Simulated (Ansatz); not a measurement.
GaGe:

```
Ge Ga
1.0
     0.00000    2.89784    2.89784
     2.89784    0.00000    2.89784
     2.89784    2.89784    0.00000
Ge Ga
1 1
Direct
  0.00000 0.00000 0.00000
  0.25000 0.25000 0.25000
```

The cell comes from a database or a generator and needn't be the stable form of this composition.

Base run:

```yaml
Program: Ansatz 0.2.0
Functional: LDA
Potentials_or_basis: all-electron LAPW, scalar-relativistic
Cutoff: 301 eV (chosen from the basis error)
Basis_error_allowed: 0.001 eV/atom
k_mesh: 8 × 8 × 8
Occupations: fermi-dirac, width 0.05 eV
Spin: no spin polarisation
```

Its results: pressure -4.1 GPa.

Question: The run is repeated on the same cell with these changes: functional from LDA to PBE. What comes out?

Answer: Pressure 0.2 GPa.

PBE binds less tightly than LDA, so the same cell stands under more pressure.
